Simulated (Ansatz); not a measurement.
**CH6SiTe (SMILES C[SiH2][TeH]) at MP2/def2-SVP (core potential)**

Aim: the vertical singlet–triplet gap of CH6SiTe at MP2/def2-SVP (core potential), from 2 runs. 

Program for the calculation: Ansatz 0.2.0.

55 further runs of the same task are left out: 55 set aside as unsound or not needed. Runs told in other sessions of the task aren't counted.

## (1) The structure to begin with

The species is CH6SiTe (9 atoms), meant as a singlet with charge 0. As SMILES, `C[SiH2][TeH]`. The shape is that of a PBE0-D4/def2-TZVP optimisation. This is one conformer, not always the lowest.

Bond lengths: C1–Si2 1.867 Å, Si2–Te3 2.500 Å, C1–H4 1.094 Å, C1–H5 1.091 Å, C1–H6 1.092 Å, Si2–H7 1.487 Å, Si2–H8 1.486 Å, Te3–H9 1.658 Å. Some angles: C1–Si2–Te3 112.6°, C1–Si2–H7 111.4°, C1–Si2–H8 110.5°, Te3–Si2–H7 103.6°, Te3–Si2–H8 109.7°, Si2–C1–H4 110.3°, Si2–C1–H5 110.6°, Si2–C1–H6 110.6°, Si2–Te3–H9 91.7°, H7–Si2–H8 108.9°.

## (2) The energy at MP2/def2-SVP (core potential)

File run.yaml:

```yaml
crystal:
  periodic: [false, false, false]
  atoms:
    - {symbol: C, position_ang: [-0.793600, 0.726300, -0.609100]}
    - {symbol: Si, position_ang: [0.377700, -0.686600, -0.266400]}
    - {symbol: Te, position_ang: [1.980400, -0.179800, 1.584400]}
    - {symbol: H, position_ang: [-1.456300, 0.475200, -1.442000]}
    - {symbol: H, position_ang: [-0.240000, 1.632000, -0.862400]}
    - {symbol: H, position_ang: [-1.409800, 0.936300, 0.267700]}
    - {symbol: H, position_ang: [1.262200, -0.952200, -1.431600]}
    - {symbol: H, position_ang: [-0.380500, -1.924300, 0.053300]}
    - {symbol: H, position_ang: [0.748200, -0.073200, 2.689000]}
basis:
  gaussian: {orbitals: def2-SVP}
accuracy: high
correlation: {method: mp2, frozen_orbitals: {C: 1, H: 0, Si: 5, Te: 4}}
```

Command:

```sh
$ ansatz run run.yaml --threads 1 --pin off --max-ram 2610MiB --events-out events.jsonl --progress --plain --runs-dir runs
```

What it wrote:

```text
Warning: RAYON_NUM_THREADS=1 ignored (pool sized by the plan → 1); use --threads N
Functional definition: HF
  name "HF"
  exchange = exact_x
  correlation = 0
2131 factors; integrals over basis functions are off by at most 3.5e-9 eV
mean field evaluation 1: about -16248.5871 eV, gradient 2.2e1 eV
mean field evaluation 2: about -16248.6688 eV, gradient 2.2e1 eV
mean field evaluation 4: about -16250.3065 eV, gradient 2.2e0 eV
mean field evaluation 8: about -16250.3296 eV, gradient 1.0e-1 eV
mean field evaluation 16: about -16250.3297 eV, gradient 1.6e-8 eV
mean field -16250.32971477 eV, -597.1886021487 hartree, gradient 1.6e-8 eV, S^2 0.000000; 0 other end points of the search recorded, 0 dependent functions left out
10 core orbitals not correlated: weight in the atoms' cores, before any rotation towards them, 1.000 or more for the frozen orbitals, at most 0.000 for the correlated occupied ones
reference -16250.32971477 eV, -597.1886021487 hartree; 15, 15 occupied and 63, 63 virtual orbitals, 2131 factors
second order -10.09607739 eV of doubles, -0.00000000 eV of singles
Total energy: -16260.42579216 eV, -597.5596261496 hartree
```

Wall time 3.9 s (1 thread of Arm Neoverse V1, shared host); peak memory 0.26 GiB.

## (3) The triplet at the same level

File job.yaml:

```yaml
crystal:
  periodic: [false, false, false]
  atoms:
    - symbol: C
      position_ang: [-0.793600, 0.726300, -0.609100]
    - symbol: Si
      position_ang: [0.377700, -0.686600, -0.266400]
    - symbol: Te
      position_ang: [1.980400, -0.179800, 1.584400]
    - symbol: H
      position_ang: [-1.456300, 0.475200, -1.442000]
    - symbol: H
      position_ang: [-0.240000, 1.632000, -0.862400]
    - symbol: H
      position_ang: [-1.409800, 0.936300, 0.267700]
    - symbol: H
      position_ang: [1.262200, -0.952200, -1.431600]
    - symbol: H
      position_ang: [-0.380500, -1.924300, 0.053300]
    - symbol: H
      position_ang: [0.748200, -0.073200, 2.689000]
basis:
  gaussian: {orbitals: def2-SVP}
correlation: {method: mp2, frozen_orbitals: {C: 1, H: 0, Si: 5, Te: 4}}
accuracy: high
magnetization: {spin_polarized: true, initial_magnetization: 2}
```

Command:

```sh
$ ansatz run job.yaml --threads 1 --pin off --max-ram 2610MiB --events-out events.jsonl --progress --plain --runs-dir runs
```

What it wrote (excerpt; [...] marks lines left out):

```text
Warning: RAYON_NUM_THREADS=1 ignored (pool sized by the plan → 1); use --threads N
[... 2 set-up lines as earlier in the session ...]
[...]
2131 factors; integrals over basis functions are off by at most 3.5e-9 eV
[...]
mean field -16246.43003671 eV, -597.0452916234 hartree, gradient 2.8e-8 eV, S^2 2.023613; 4 other end points of the search recorded, 0 dependent functions left out
10 core orbitals not correlated: weight in the atoms' cores, before any rotation towards them, 1.000 or more for the frozen orbitals, at most 0.000 for the correlated occupied ones
reference -16246.43003671 eV, -597.0452916234 hartree; 16, 14 occupied and 62, 64 virtual orbitals, 2131 factors
second order -9.65163914 eV of doubles, -0.00000000 eV of singles
Total energy: -16256.08167585 eV, -597.3999828196 hartree
```

Run time: 6.3 s. Hardware: 1 thread of Arm Neoverse V1, shared host; peak memory 0.38 GiB.

## (4) Results

Level: MP2/def2-SVP (core potential), 10 core orbitals frozen.

| quantity | value |
| --- | --- |
| singlet: total energy | -597.55963 Eh |
| singlet: correlation energy (10 core orbitals frozen) | -371.0 mEh |
| triplet: total energy | -597.39998 Eh |
| triplet: correlation energy (10 core orbitals frozen) | -354.7 mEh |
| triplet: ⟨S²⟩ of the reference determinant | 2.024 |
| vertical energy of the triplet above the singlet | 4.344 eV |

In words: At this shape the triplet lies 4.34 eV (100 kcal/mol) above the singlet.
